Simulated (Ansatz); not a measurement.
This script drives Ansatz 0.2.0, Python API.

The script, `torsion.py`:
```python
"""Rigid torsion scan of H5NS2Si."""

import warnings

import ansatz as az
from ase import Atoms

warnings.simplefilter("ignore", az.DeckWarning)

atoms = Atoms(["N", "Si", "S", "S", "H", "H", "H", "H", "H"], positions=[
    (-0.0419, 1.0686, -1.0215),
    (0.5452, 0.0376, 0.1017),
    (-0.3301, -1.8341, -0.4147),
    (-0.0876, 0.6495, 1.9986),
    (0.2368, 0.8272, -1.9729),
    (-1.0995, 1.0108, -1.0586),
    (2.0465, 0.0224, 0.0116),
    (0.2757, -2.4973, 0.6167),
    (-1.4565, 0.6691, 1.7221),
])

# relax first, so that the scan starts from a minimum
first = (
    az.Crystal.molecule_from_ase(atoms).calculation()
    .basis(gaussian="6-31G*")
    .functional("pbe0")
    .scf(lower_state_search="off")
    .relax(force_tolerance=0.02, max_steps=80)
)
atoms.positions = first.run(threads=1).report["positions_ang"]

start = atoms.get_dihedral(2, 1, 0, 4)
energies = {}
for turn in range(0, 360, 30):
    turned = atoms.copy()
    turned.set_dihedral(2, 1, 0, 4, start + turn, indices=[0, 4, 5])
    base = (
        az.Crystal.molecule_from_ase(turned).calculation()
        .basis(gaussian="6-31G*")  # atom-centred Gaussian functions
        .functional("pbe0")
        .scf(lower_state_search="off")
    )
    energies[round((start + turn) % 360)] = base.run(threads=1).report["free_energy_ev"]
floor = min(energies.values())
print("dihedral S2-Si1-N0-H4 (deg)   E - E(min) (eV)")
for angle, e in sorted(energies.items()):
    print(f"{angle:8d} {(e - floor):14.3f}  " + "#" * int(30 * (e - floor) / max(max(energies.values()) - floor, 1e-9)))
```

It is started by `python torsion.py`. How long does it take on 1 thread of Intel(R) Xeon(R) Platinum 8375C CPU @ 2.90GHz (Ice Lake), on a shared host, and how much memory does it need?

It took about 2.2 min, with a peak of 0.23 GiB, for 13 runs of the engine.

Running `python torsion.py` prints:
```text
dihedral S2-Si1-N0-H4 (deg)   E - E(min) (eV)
      13          0.223  ######################
      43          0.294  ##############################
      73          0.234  #######################
     103          0.116  ###########
     133          0.054  #####
     163          0.108  ###########
     193          0.226  #######################
     223          0.292  #############################
     253          0.224  ######################
     283          0.076  #######
     313          0.000
     343          0.076  #######
```

The lowest point is at 313° and the highest at 43°, 0.294 eV (28.4 kJ/mol) above it, with the rest of the molecule held.

The settings weren't tested for convergence. The scan is rigid and the energies are electronic, in a modest basis. With rigid groups the curve can differ much from the relaxed path, the start wasn't checked as a minimum of this torsion, and equivalent turns needn't return to the same energy.

(Lines on the test bed's own set-up are left out of the output.)
